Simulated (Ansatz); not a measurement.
# BeNb2CuAg12: the cost of one run

Method: DFT PBE, scalar-relativistic, plane waves, PAW, in Ansatz 0.2.0.

## (1) The structure to begin with

The cell holds 16 atoms (Ag12BeCuNb2): a = 6.521 Å, b = 6.253 Å, c = 6.507 Å, α = 90.50°, β = 90.86°, γ = 95.43°.

It is the last frame of an earlier stage of the same melt, run at 2110 K.

Structure file:

```cif
data_structure
_symmetry_space_group_name_H-M 'P 1'
_symmetry_Int_Tables_number 1
_cell_length_a 6.5206
_cell_length_b 6.2534
_cell_length_c 6.5068
_cell_angle_alpha 90.495
_cell_angle_beta 90.863
_cell_angle_gamma 95.431
_cell_volume 264.08
loop_
_atom_site_label
_atom_site_type_symbol
_atom_site_fract_x
_atom_site_fract_y
_atom_site_fract_z
_atom_site_occupancy
Ag1 Ag 0.55040 0.47217 0.82943 1
Ag2 Ag 0.26504 0.13110 0.61895 1
Ag3 Ag 0.53771 0.88952 0.36971 1
Ag4 Ag 0.08375 0.36132 0.28291 1
Ag5 Ag 0.75878 0.08654 0.01147 1
Ag6 Ag 0.05611 0.88262 0.87949 1
Ag7 Ag 0.83406 0.16554 0.59633 1
Ag8 Ag 0.08266 0.44612 0.86077 1
Ag9 Ag 0.77920 0.56786 0.14369 1
Ag10 Ag 0.81912 0.65427 0.57230 1
Ag11 Ag 0.49228 0.41174 0.34632 1
Ag12 Ag 0.47862 0.87966 0.77055 1
Nb1 Nb 0.02811 0.93736 0.30495 1
Nb2 Nb 0.36297 0.11592 0.09752 1
Be1 Be 0.31239 0.69112 0.09222 1
Cu1 Cu 0.24857 0.65243 0.54809 1
```

## (2) A single point on the frame at 2110 K

The electrons keep the Fermi-Dirac width of that temperature.

input.yaml

```yaml
crystal:
  lattice:
    - [6.513361, -0.302603, -0.049739]
    - [-0.302603, 6.245981, -0.02875]
    - [-0.049739, -0.02875, 6.506559]
  atoms:
    - { symbol: Ag, position: [0.5503991851, 0.4721743166, 0.8294264305] }
    - { symbol: Ag, position: [0.2650360129, 0.1311033237, 0.6189533329] }
    - { symbol: Ag, position: [0.5377124556, 0.8895212206, 0.3697052556] }
    - { symbol: Ag, position: [0.0837490977, 0.3613244203, 0.2829117389] }
    - { symbol: Ag, position: [0.7587800587, 0.0865426636, 0.0114724815] }
    - { symbol: Ag, position: [0.0561059628, 0.8826224509, 0.8794892959] }
    - { symbol: Ag, position: [0.8340575595, 0.1655439384, 0.5963326008] }
    - { symbol: Ag, position: [0.0826601535, 0.4461201092, 0.8607726039] }
    - { symbol: Ag, position: [0.7791957294, 0.5678632184, 0.143686118] }
    - { symbol: Ag, position: [0.819116853, 0.6542687159, 0.5723049034] }
    - { symbol: Ag, position: [0.4922794176, 0.4117440166, 0.3463184442] }
    - { symbol: Ag, position: [0.4786174631, 0.8796641009, 0.7705462226] }
    - { symbol: Nb, position: [0.0281128638, 0.9373610418, 0.304945533] }
    - { symbol: Nb, position: [0.362974878, 0.1159213109, 0.0975195802] }
    - { symbol: Be, position: [0.3123932257, 0.6911222631, 0.0922152346] }
    - { symbol: Cu, position: [0.2485744984, 0.6524303375, 0.5480911576] }
basis:
  ecutwfc: 420
kpoints:
  mp_grid: { grid: [4, 4, 4] }
hamiltonian:
  xc: pbe
scf:
  occupations: { method: fermi_dirac, width: 0.1818 }
output:
  forces: true
  stress: true
  eigenvalues: true
  populations: true
  write_density: true
  write_potential: true
  elf: true
  volumetric_format: npy
```

On the command line:

```console
> ansatz run input.yaml --threads 2 --pin off --max-ram 5120MiB --backend cpu --events-out ev --progress --plain --runs-dir out
```

What time and memory should one allow on 2 threads of Arm Neoverse V2, shared host?

About 2.2 min, with a peak of 1.4 GiB.
